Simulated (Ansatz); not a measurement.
# GeBi2: the cost of one run

Computed with Ansatz 0.2.0 (DFT PBE, scalar-relativistic, plane waves, PAW, unless a step's input says otherwise).

### Step 1. The starting structure

Symmetry: I4/mmm, No. 139, tetragonal system. Conventional cell: a = 4.669 Å, b = 4.669 Å, c = 7.658 Å, α = 90.00°, β = 90.00°, γ = 90.00°. Ge (site symmetry 4/mmm) has 10 Bi at 3.12 to 3.38 Å as nearest neighbours. Around Bi (site symmetry 4mm) lie 1 Bi at 1.42 Å.

Coordinates:

```
CELL_PARAMETERS angstrom
-2.33465 2.33465 3.82906
2.33465 -2.33465 3.82906
2.33465 2.33465 -3.82906
ATOMIC_POSITIONS crystal
Ge 0.00000 0.00000 0.00000
Bi 0.59300 0.59300 0.00000
Bi 0.40700 0.40700 0.00000
```

This is candidate A: CaC2 type (I4/mmm, No. 139).

(A quick probe on a coarse mesh, which set the mesh and smearing, is not shown.)

### Step 3. A loose first relaxation (candidate A)

File input.yaml:

```yaml
crystal:
  lattice:
    - [-2.3346451184, 2.3346451184, 3.8290580605]
    - [2.3346451184, -2.3346451184, 3.8290580605]
    - [2.3346451184, 2.3346451184, -3.8290580605]
  atoms:
    - { symbol: Ge, position: [0.0, 0.0, 0.0] }
    - { symbol: Bi, position: [0.593, 0.593, 0.0] }
    - { symbol: Bi, position: [0.407, 0.407, 0.0] }
basis:
  ecutwfc: 420
kpoints:
  mp_grid: { grid: [6, 6, 6] }
hamiltonian:
  xc: pbe
scf:
  occupations: { method: gaussian, width: 0.1 }
  lower_state_search: "off"
output:
  forces: true
  stress: true
  eigenvalues: true
relax:
  adjacent_minimum: "off"
  f_tol: 0.04
  max_steps: 70
  cell: { stress_tol: 0.4 }
```

Command:

```
> ansatz run input.yaml --threads 1 --pin off --max-ram 2560MiB --backend cpu --events-out ev --progress --plain --runs-dir out
```

What time and memory should one allow on 1 thread of Intel Xeon Platinum 8259CL at 2.50GHz (Skylake/Cascade Lake), shared host?

About 2.3 min, with a peak of 0.5 GiB.
